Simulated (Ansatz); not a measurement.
# CH5AlCl2S: the cost of one run

Program: Ansatz 0.2.0, driven from Python. Level of theory: B3LYP/def2-SVP. These are calculated values, not measurements.

## Step 1: Starting point

Bond lengths: C1–Al2 1.966 Å, Al2–S3 2.199 Å, Al2–Cl4 2.181 Å, Al2–Cl5 2.211 Å, C1–H6 1.058 Å, C1–H7 1.120 Å, C1–H8 1.151 Å, S3–H9 1.393 Å, S3–H10 1.406 Å. Angles (14 of 15 angles, heavy atoms first): C1–Al2–S3 107.5°, C1–Al2–Cl4 111.7°, C1–Al2–Cl5 111.2°, S3–Al2–Cl4 107.9°, S3–Al2–Cl5 109.7°, Cl4–Al2–Cl5 108.7°, Al2–C1–H6 112.9°, Al2–C1–H7 109.9°, Al2–C1–H8 106.4°, Al2–S3–H9 110.8°, Al2–S3–H10 110.3°, H6–C1–H7 112.4°, H6–C1–H8 109.1°, H7–C1–H8 105.7°.

ch5alcl2s.xyz, read by the script:

```xyz
10

C    -1.28850    0.07260    0.65550
Al    0.03110    0.20930   -0.79550
S     1.89050   -0.72690   -0.08780
Cl   -0.62040   -0.85730   -2.58310
Cl    0.41640    2.32000   -1.32900
H    -1.52170   -0.92830    0.90580
H    -0.94450    0.66530    1.54150
H    -2.24080    0.59760    0.27920
H     1.62770   -1.64290    0.92760
H     2.73330    0.23940    0.48870
```

## Step 2: The code

Contents of run_freq.py:

```python
import itertools

import ansatz as az
from ase.data import atomic_numbers, covalent_radii
import numpy as np


def main() -> None:
    ch5alcl2s = az.Crystal.molecule_from_extxyz("ch5alcl2s.xyz")

    calculation = (
        ch5alcl2s.calculation()
        .basis(gaussian="def2-SVP")
        .functional("b3lyp")
    )
    symbols = [site.symbol for site in ch5alcl2s.cartesian_sites]
    start = np.array([site.position_ang for site in ch5alcl2s.cartesian_sites], dtype=float)
    report = calculation.relax(force_tolerance=0.003).run().report
    end = np.array(report["positions_ang"])

    radius = [covalent_radii[atomic_numbers[s]] for s in symbols]
    span = lambda where, i, j: np.linalg.norm(where[i] - where[j])
    bonded = [(i, j) for i, j in itertools.combinations(range(len(symbols)), 2) if min(span(start, i, j), span(end, i, j)) < 1.2 * (radius[i] + radius[j])]
    print("pair        before    after (A)")
    for i, j in bonded:
        print(f"{symbols[i]}{i}-{symbols[j]}{j}".ljust(10), f"{span(start, i, j):8.4f} {span(end, i, j):8.4f}")

    minimum = az.Crystal.molecule()
    for symbol, place in zip(symbols, end):
        minimum = minimum.atom(symbol, place.tolist())
    vibrating = (
        minimum.calculation()
        .basis(gaussian="def2-SVP")
        .functional("b3lyp")
        .phonons(temperatures=(298.15, 498.15, 100))
    )
    vib = vibrating.run().report["vibrations"]
    sums = vib["harmonic_sums"]
    modes = [m["omega_inv_cm"] for m in sums["modes_at_gamma"] if m["rigid_motion"] == "no"]
    for number, w in enumerate(modes, start=1):
        print(f"mode {number:2d} {w:9.1f} 1/cm {w / 8065.544 * 1000:8.2f} meV")
    print("imaginary modes:", sum(w < 0 for w in modes), " zero-point energy:", round(sums["zero_point_energy_ev"], 4), "eV")
    print("T (K)   F_vib (eV)   S_vib (meV/K)   C_vib (meV/K)")
    for row in zip(sums["temperatures_k"], sums["vibrational_free_energy_ev"], vib["entropy_ev_per_k"], vib["heat_capacity_ev_per_k"]):
        print(f"{row[0]:6.1f} {row[1]:11.4f} {1000 * row[2]:13.4f} {1000 * row[3]:15.4f}")


if __name__ == "__main__":
    main()
```

## Step 3: The input behind the calls

The engine receives this input (first run):

```yaml
crystal:
  periodic: [false, false, false]
  atoms:
    - { symbol: C, position_ang: [-1.2885, 0.0726, 0.6555] }
    - { symbol: Al, position_ang: [0.0311, 0.2093, -0.7955] }
    - { symbol: S, position_ang: [1.8905, -0.7269, -0.0878] }
    - { symbol: Cl, position_ang: [-0.6204, -0.8573, -2.5831] }
    - { symbol: Cl, position_ang: [0.4164, 2.32, -1.329] }
    - { symbol: H, position_ang: [-1.5217, -0.9283, 0.9058] }
    - { symbol: H, position_ang: [-0.9445, 0.6653, 1.5415] }
    - { symbol: H, position_ang: [-2.2408, 0.5976, 0.2792] }
    - { symbol: H, position_ang: [1.6277, -1.6429, 0.9276] }
    - { symbol: H, position_ang: [2.7333, 0.2394, 0.4887] }
basis:
  gaussian:
    orbitals: def2-SVP
hamiltonian:
  xc: b3lyp
relax:
  f_tol: 0.003
```

## Step 4: Launch

The run is started by

```
$ python run_freq.py
```

What time and memory should one allow on 1 thread of Intel Xeon 6975P-C (Granite Rapids), shared host?

About 4.1 min, with a peak of 0.35 GiB.
